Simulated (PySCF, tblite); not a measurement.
**C₆H₁₁B: geometry, infrared bands and NMR shifts**

Wanted: the infrared bands and NMR shifts of C₆H₁₁B (`BCCCCC#C`), by calculation.

Computed with tblite 0.8.0 and PySCF 2.14.0, with density-fitted response routines of our own, on a single molecule in the gas phase. Atoms count from 0, in the outputs and in this text.

**1. Starting geometry**

18 atoms, charge 0, multiplicity 1; geometry from: force field or distance geometry start.

Bonds of the start (Å): B0–C1 1.61, C1–C2 1.53, C2–C3 1.55, C3–C4 1.54, C4–C5 1.47, C5–C6 1.20, B0–H7 1.18, B0–H8 1.18, C1–H9 1.10, C1–H10 1.11, C2–H11 1.11, C2–H12 1.12, C3–H13 1.11, C3–H14 1.12, C4–H15 1.11, C4–H16 1.11, C6–H17 1.06.

**2. Optimising the geometry with GFN2-xTB**

What the job is given:

```
{"job": {"kind": "relax", "xc": "GFN2-xTB", "basis": "xTB"}, "charge": 0, "multiplicity": 1}
B      3.321600     0.227000     0.319800
C      1.857200     0.761400    -0.081600
C      0.801500    -0.299100     0.240000
C     -0.603700     0.221800    -0.152400
C     -1.674500    -0.837600     0.171500
C     -3.007800    -0.336600    -0.207000
C     -4.094500     0.077500    -0.510600
H      4.158600     0.137200    -0.500600
H      3.561000    -0.061700     1.441500
H      1.849900     0.996900    -1.152000
H      1.655500     1.683500     0.501500
H      1.006600    -1.228300    -0.333800
H      0.804500    -0.534100     1.333500
H     -0.619100     0.453000    -1.233200
H     -0.826500     1.152400     0.429500
H     -1.473700    -1.764300    -0.397400
H     -1.670000    -1.072000     1.252200
H     -5.055400     0.429200    -0.772500
```

Command:

```bash
OMP_NUM_THREADS=1 python probes_run.py task.json out
```

The driver reads the jobs from task.json and runs them one after another.

**Question.** This job is followed by: GFN2-xTB harmonic vibrations, gas phase; GIAO PBE0/pcSseg-1 NMR shielding, non-relativistic, gas phase. Predict these results of the whole session: strongest single infrared mode (GFN2-xTB); zero-point energy (GFN2-xTB); ¹³C shifts against TMS (PBE0/pcSseg-1); ¹H shifts against TMS (PBE0/pcSseg-1, means over atoms taken as alike); ¹¹B shifts against BF3·OEt2 (PBE0/pcSseg-1); surface potential, 1st and 99th percentile.

As calculated:

| quantity | value |
| --- | --- |
| strongest single infrared mode (GFN2-xTB) | 2672 cm⁻¹, 140 km/mol |
| zero-point energy (GFN2-xTB) | 93.5 kcal/mol |
| ¹³C shifts against TMS (PBE0/pcSseg-1) | 89.4, 74.3, 39.3, 37.7, 34.1, 22.2 ppm |
| ¹H shifts against TMS (PBE0/pcSseg-1, means over atoms taken as alike) | 8.11, 2.25, 1.68, 1.61, 1.60, 1.37 ppm |
| ¹¹B shifts against BF3·OEt2 (PBE0/pcSseg-1) | 92.9 ppm |
| surface potential, 1st and 99th percentile | -0.91 V and 1.48 V |

What this shows: Over 96 steps the energy fell by 0.166 eV; of the close pairs, B0–C1 changed most, 1.610 to 1.567 Å. No mode is imaginary among the 48: a minimum at this level. The strongest single mode, at 2672 cm⁻¹, moves mainly H8 and H7. GFN2-xTB is a fitted tight-binding method: band positions and strengths are rough. Its intensities can rank the bands wrongly. At PBE0/pcSseg-1: The largest span, 303 ppm, is at C5, where the paramagnetic term is -160 ppm. At PBE0/pcSseg-1, counted by nearest atom on the grid, the HOMO lies on C5, C6 about 38 % each, the LUMO on B0 53 %; H7, H8 about 16 % each.
